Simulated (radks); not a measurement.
# Xe⁴⁺ in [Kr] 4d10 5s2 5p2: an all-electron calculation

The task here is to estimate one member of a computed series from the others.

Program: radks (a radial shooting solver on a logarithmic mesh, Libxc functionals) version 1. Level of theory: non-relativistic Kohn-Sham, TPSS, spin-unpolarised, spherical densities, point nucleus. These are calculated values, not measurements, unless marked.

## The system

| Item | Value |
| --- | --- |
| element | xenon (Z = 54) |
| charge | +4 |
| electrons | 50 |
| configuration | [Kr] 4d10 5s2 5p2 |

Outer shells as boxes (Hund's rule):

Xe⁴⁺
```
[Kr] core
4d [↑↓][↑↓][↑↓][↑↓][↑↓]
5s [↑↓]
5p [↑ ][↑ ][  ]
```

The first run:

Input:

```text
Z 54
configuration [Kr] 4d10 5s2 5p2 6s0 4f0
relativity non-relativistic
functional tpss,tpss
spin unpolarised
nucleus point
```

One of the session's tables, all rows but one given; the rest of the session is left out.

It belongs to the step «Orbitals and density». From the orbitals of this run (lengths in bohr):

```
level      <r>  outermost maximum (interpolated)  90 % within  nodes
   1s  0.02813                            0.0186       0.0500      0
   2s   0.1210                             0.103        0.186      1
   2p   0.1030                            0.0804        0.167      0
   3s        ?                                 ?            ?      ?
   3p   0.3105                             0.279        0.464      1
   3d   0.2813                             0.227        0.440      0
   4s   0.7459                             0.688         1.07      3
   4p   0.7764                             0.705         1.13      2
   4d   0.8647                             0.743         1.31      1
   5s    1.773                              1.63         2.52      4
   5p    1.961                              1.78         2.80      3
   4f    1.532                             0.974         2.63      0
   6s    3.600                              3.50         5.01      5
```

Q: Estimate the row for 3s from the others.

The run gave: <r>: 0.3200; outermost maximum (interpolated): 0.292; 90 % within: 0.469; nodes: 2. In the column «<r>» it lies between 3p (0.3105) and 4s (0.7459).

Limits of these values: Relativity is left out here, which matters for elements this heavy. Spin polarisation and multiplet splitting are left out.
